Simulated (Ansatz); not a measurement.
**SiNH4O2 (SMILES N[Si](O)O): UHF/cc-pVDZ**

What is the vertical ionisation energy of SiNH4O2 at UHF/cc-pVDZ? 

The results are computed with Ansatz 0.2.0.

68 further runs of the same task are left out: 68 set aside as unsound or not needed.

### 1 The system as given

SiNH4O2: 8 atoms, total charge 0, spin state doublet. SMILES: `N[Si](O)O`. The coordinates come from a PBE0-D4/def2-TZVP relaxation. This is one conformer, not always the lowest.

Bond lengths: N1–Si2 1.700 Å, Si2–O3 1.651 Å, Si2–O4 1.651 Å, N1–H5 1.006 Å, N1–H6 1.006 Å, O3–H7 0.958 Å, O4–H8 0.958 Å. Angles: N1–Si2–O3 104.3°, N1–Si2–O4 104.3°, O3–Si2–O4 116.1°, Si2–N1–H5 120.9°, Si2–N1–H6 120.9°, Si2–O3–H7 115.7°, Si2–O4–H8 115.7°, H5–N1–H6 112.9°.

### 2 A single-point energy at UHF/cc-pVDZ

job.yaml reads:

```yaml
crystal:
  periodic: [false, false, false]
  atoms:
    - symbol: "N"
      position_ang: [-0.498000, 1.267000, 0.129300]
    - symbol: Si
      position_ang: [0.096000, -0.243600, -0.376000]
    - symbol: O
      position_ang: [1.641600, -0.288300, 0.202600]
    - symbol: O
      position_ang: [-0.956500, -1.334700, 0.277900]
    - symbol: H
      position_ang: [0.071200, 2.094000, 0.065100]
    - symbol: H
      position_ang: [-1.483600, 1.467400, 0.110500]
    - symbol: H
      position_ang: [2.250900, -0.848000, -0.280900]
    - symbol: H
      position_ang: [-1.029400, -2.171000, -0.184200]
basis:
  gaussian:
    orbitals: cc-pVDZ
hamiltonian:
  xc: hf
output:
  orbitals: {seedname: orbitals}
accuracy: high
magnetization:
  spin_polarized: true
  initial_magnetization: 1
```

Launch:

```
ansatz run job.yaml --threads 1 --pin off --max-ram 3480MiB --events-out events.jsonl --progress --plain --runs-dir runs
```

Log:

```text
Warning: RAYON_NUM_THREADS=1 ignored (pool sized by the plan → 1); use --threads N
Functional definition: HF
  name "HF"
  exchange = exact_x
  correlation = 0
1811 factors; integrals over basis functions are off by at most 3.9e-9 eV
mean field evaluation 1: about -13478.6101 eV, gradient 3.5e1 eV
mean field evaluation 2: about -13478.6271 eV, gradient 3.5e1 eV
mean field evaluation 4: about -13483.6038 eV, gradient 2.6e0 eV
mean field evaluation 8: about -13483.6923 eV, gradient 1.8e-1 eV
mean field -13483.69303696 eV, -495.5165795330 hartree, gradient 3.9e-8 eV, S^2 0.754726; 0 other end points of the search recorded, 0 dependent functions left out
reference -13483.69303696 eV, -495.5165795330 hartree; 21, 20 occupied and 59, 60 virtual orbitals, 1811 factors
Total energy: -13483.69303696 eV, -495.5165795330 hartree
```

Wall time 3.3 s (1 thread of Arm Neoverse V1, shared host); peak memory 0.26 GiB.

### 3 The singlet cation

in.yaml reads:

```yaml
crystal:
  periodic: [false, false, false]
  atoms:
    - symbol: N
      position_ang: [-0.498000, 1.267000, 0.129300]
    - symbol: Si
      position_ang: [0.096000, -0.243600, -0.376000]
    - symbol: O
      position_ang: [1.641600, -0.288300, 0.202600]
    - symbol: O
      position_ang: [-0.956500, -1.334700, 0.277900]
    - symbol: H
      position_ang: [0.071200, 2.094000, 0.065100]
    - symbol: H
      position_ang: [-1.483600, 1.467400, 0.110500]
    - symbol: H
      position_ang: [2.250900, -0.848000, -0.280900]
    - symbol: H
      position_ang: [-1.029400, -2.171000, -0.184200]
basis:
  gaussian:
    orbitals: cc-pVDZ
accuracy: high
total_charge: 1
output: {orbitals: {seedname: orbitals}}
hamiltonian:
  xc: hf
```

Launch:

```
ansatz run in.yaml --threads 1 --pin off --max-ram 3480MiB --events-out events.jsonl --progress --plain --runs-dir runs
```

Log:

```text
Warning: RAYON_NUM_THREADS=1 ignored (pool sized by the plan → 1); use --threads N
Functional definition: HF
  name "HF"
  exchange = exact_x
  correlation = 0
1809 factors; integrals over basis functions are off by at most 3.9e-9 eV
mean field evaluation 1: about -13467.2353 eV, gradient 6.9e1 eV
mean field evaluation 2: about -13467.2489 eV, gradient 6.9e1 eV
mean field evaluation 4: about -13476.1935 eV, gradient 3.1e0 eV
mean field evaluation 8: about -13476.2317 eV, gradient 1.4e-1 eV
mean field -13476.23197182 eV, -495.2423904464 hartree, gradient 2.3e-8 eV, S^2 0.000000; 0 other end points of the search recorded, 0 dependent functions left out
reference -13476.23197182 eV, -495.2423904464 hartree; 20, 20 occupied and 60, 60 virtual orbitals, 1809 factors
Total energy: -13476.23197182 eV, -495.2423904464 hartree
```

Run time: 2.2 s. Hardware: 1 thread of Arm Neoverse V1, shared host; peak memory 0.2 GiB.

### 4 Outcome

Level: UHF/cc-pVDZ.

```
                                           quantity          value
                      doublet SiNH4O2: total energy  -495.51658 Eh
doublet SiNH4O2: HOMO energy (highest over α and β)       -8.39 eV
 doublet SiNH4O2: LUMO energy (lowest over α and β)        2.55 eV
                              doublet SiNH4O2: ⟨S²⟩          0.755
                       singlet cation: total energy  -495.24239 Eh
                        singlet cation: HOMO energy      -17.52 eV
                        singlet cation: LUMO energy       -6.45 eV
                      singlet cation: HOMO–LUMO gap       11.08 eV
 vertical ionisation energy (to the singlet cation)       7.461 eV
```

In words: Removing an electron at fixed nuclei costs 7.46 eV (720 kJ/mol). Only the singlet of the ionised species was computed; a triplet could lie lower.
